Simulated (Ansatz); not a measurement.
Run this with the Ansatz DFT code, driven from Python and show what comes out.

`scf.yaml`
```yaml
crystal:
  lattice:
    - [2.907279, 0.0, 0.0]
    - [0.0, 2.907279, 0.0]
    - [0.0, 0.0, 12.948246]
  atoms:
    - { symbol: Ti, position: [0.0, 0.0, 0.340404] }
    - { symbol: Ti, position: [0.0, 0.0, 0.659596] }
    - { symbol: Ti, position: [0.5, 0.5, 0.853199] }
    - { symbol: Ti, position: [0.5, 0.5, 0.146801] }
    - { symbol: H, position: [0.0, 0.5, 0.240986] }
    - { symbol: H, position: [0.5, 0.0, 0.240986] }
    - { symbol: H, position: [0.5, 0.0, 0.759014] }
    - { symbol: H, position: [0.0, 0.5, 0.759014] }
    - { symbol: H, position: [0.5, 0.5, 0.36276] }
    - { symbol: H, position: [0.5, 0.5, 0.63724] }
    - { symbol: Pd, position: [0.0, 0.0, 0.0] }
    - { symbol: Pd, position: [0.5, 0.5, 0.5] }
kpoints:
  mp_grid: { kspacing: 0.3 }
hamiltonian:
  xc: lda
scf:
  occupations: { method: cold, width: 0.15 }
output:
  forces: true
```

The script, `ti2h3pd_yaml_run.py`:
```python
# -*- coding: utf-8 -*-
"""Run a YAML input for Ti2H3Pd from Python."""

import ansatz as az
import numpy as np

outcome = az.Session.from_deck("scf.yaml").plan(threads=1).execute()
summary = outcome.report

print(f"free energy      {summary['free_energy_ev']:.5f} eV")
print(f"per atom         {summary['free_energy_ev'] / len(outcome.lattice.sites):.5f} eV")
print(f"SCF iterations   {summary['n_iterations']}  (converged: {summary['converged']})")

# forces in eV per angstrom
forces = np.array(summary["forces_ev_ang"])
norms = np.linalg.norm(forces, axis=1)
print("largest force {:.4f} eV/A on atom {}".format(norms.max(), norms.argmax()))
print(np.array2string(forces, precision=4, suppress_small=True))

terms = summary["components"]
print({name: round(terms[name], 3) for name in ("e_kinetic", "e_hartree", "e_xc", "e_local", "e_nonlocal", "e_ewald", "e_paw") if name in terms})
```

```console
$ python ti2h3pd_yaml_run.py
DeckWarning: basis.ecutwfc = 420 eV, auto-derived from the records' recommended cutoffs: set by Ti (normal level)
free energy      -23590.25823 eV
per atom         -1965.85485 eV
SCF iterations   8  (converged: True)
largest force 0.1714 eV/A on atom 8
[[ 0.      0.     -0.0286]
 [ 0.      0.      0.0286]
 [-0.      0.      0.1592]
 [-0.      0.     -0.1592]
 [ 0.      0.     -0.0111]
 [ 0.      0.     -0.0111]
 [ 0.      0.      0.0111]
 [ 0.      0.      0.0111]
 [ 0.      0.      0.1714]
 [ 0.      0.     -0.1714]
 [ 0.     -0.      0.    ]
 [ 0.      0.      0.    ]]
{'e_kinetic': 2202.496, 'e_hartree': 3236.357, 'e_xc': -781.049, 'e_local': -7873.672, 'e_nonlocal': 497.29, 'e_ewald': -9631.896, 'e_paw': -11242.46}
```
(Warnings from the package without file and line, repeats left out.)

Total energies depend on the potentials; only differences at equal settings carry meaning. The energy terms are those on the plane-wave grid, with the one-centre PAW part apart; the terms shown are only some of the summands, so they needn't add up to F. The mesh is modest for a metal, so energies can be off by several to tens of meV an atom and pressures by half a GPa or more; differences at equal mesh fare better. The structure comes from a database of computed cells and needn't be a stable or known phase. It ran for 6.1 s on 1 thread of Intel(R) Xeon(R) Platinum 8488C (Sapphire Rapids), with other jobs on the host, peak memory 0.53 GiB.
